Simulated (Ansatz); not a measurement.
Task: a check of forces and pressure against finite differences of TiC (distorted cell), with Ansatz 0.2.0, Python API. Give the script and its output. Use (first run): LDA, PAW, cutoff 540 eV, 8×8×8 k-points, Methfessel-Paxton smearing of 0.1 eV.

```cif
data_structure
_symmetry_space_group_name_H-M 'P 1'
_symmetry_Int_Tables_number 1
_cell_length_a 3.0163
_cell_length_b 3.1731
_cell_length_c 3.0790
_cell_angle_alpha 58.043
_cell_angle_beta 57.787
_cell_angle_gamma 60.384
_cell_volume 20.21
loop_
_atom_site_label
_atom_site_type_symbol
_atom_site_fract_x
_atom_site_fract_y
_atom_site_fract_z
_atom_site_occupancy
Ti1 Ti 0.00636 0.00065 0.99767 1
C1 C 0.51358 0.50020 0.49826 1
```

The script, `fdcheck_tic.py`:
```python
"""Forces and pressure of TiC against finite differences of the energy, distorted."""

from dataclasses import dataclass
import logging
import sys

import ansatz
import numpy as np

logging.basicConfig(stream=sys.stdout, format="%(levelname)s %(message)s")
logger = logging.getLogger("tic")
logger.setLevel(logging.INFO)


@dataclass
class Settings:
    filling: str = "methfessel_paxton"
    cutoff: int = 540
    kgrid: tuple[int, ...] = (8, 8, 8)
    scf_tol: float = 1e-09


settings = Settings()

vectors0 = np.array([
    [0.06759, 2.15872, 2.10561],
    [2.29408, -0.01892, 2.19211],
    [2.20083, 2.15197, 0.07433],
])
sites = [
    ("Ti", [0.00636, 0.00065, 0.99767]),
    ("C", [0.51358, 0.5002, 0.49826]),
]


def make_crystal(cell):
    crystal = ansatz.Crystal(lattice=ansatz.Lattice.of(cell))
    for symbol, position in sites:
        crystal = crystal.atom(symbol, position)
    return crystal

def solve(crystal):
    return (
        crystal.calculation()
        .functional(ansatz.Functional.LDA)
        .occupations(settings.filling)
        .basis(settings.cutoff, xc_grid=2)
        .kpoints(*settings.kgrid)
        .scf(tolerance=settings.scf_tol)
        .forces()
        .stress()
        .run(threads=1)
    ).report


centre = solve(make_crystal(vectors0))
start = make_crystal(vectors0)
# central difference: F = -(E(+h) - E(-h)) / 2h
logger.info(f"force on atom 0 along z: analytic {centre['forces_ev_ang'][0][2]:.4f} eV/A")
for h in (0.004, 0.016):
    shift = np.eye(3)[2] * h @ np.linalg.inv(vectors0)
    plus, minus = (solve(start.move(0, to=np.array(sites[0][1]) + sign * shift))["lagrangian_ev"] for sign in (1, -1))
    logger.info(f"  step {h} A: numerical {-(plus - minus) / (2 * h):.4f} eV/A")
# P = -dF/dV; the difference feels the change of the plane-wave count with the cell
volume = abs(np.linalg.det(vectors0))
larger, smaller = (solve(make_crystal(vectors0 * (1 + sign * 0.005) ** (1 / 3)))["lagrangian_ev"] for sign in (1, -1))
numerical = -(larger - smaller) / (0.01 * volume) * 160.21766
logger.info(f"pressure: analytic {np.trace(centre['stress_gpa']) / 3:.3f}, numerical {numerical:.3f} GPa")
```

```console
$ python fdcheck_tic.py
DeckWarning: output.stress: scf.convergence.dr2_threshold = 1e-9 eV is looser than the 2e-10 eV advised for a printed stress (1e-10 eV for each atom of the cell: 2). What an SCF threshold leaves in a [...]
INFO force on atom 0 along z: analytic 0.1596 eV/A
INFO   step 0.004 A: numerical 0.1595 eV/A
INFO   step 0.016 A: numerical 0.1591 eV/A
INFO pressure: analytic -10.411, numerical -10.406 GPa
```
(Warnings from the package without file and line, shortened.)

The settings weren't tested for convergence. The mesh is modest for a metal, so energies can be off by several to tens of meV an atom and pressures by half a GPa or more; differences at equal mesh fare better. Of the deposited cell: the entry's cell lengths or inner coordinates differ somewhat from later room-temperature determinations. Pressure is positive in compression. The cell is a database structure, distorted on purpose. The central difference errs as the square of the step, so the shorter step is the fairer test; what remains comes from the finite grid and the SCF threshold. Hardware and time: 38 s on 1 thread of Intel(R) Xeon(R) Processor @ 2.30GHz, on a shared host, peak memory 0.59 GiB.
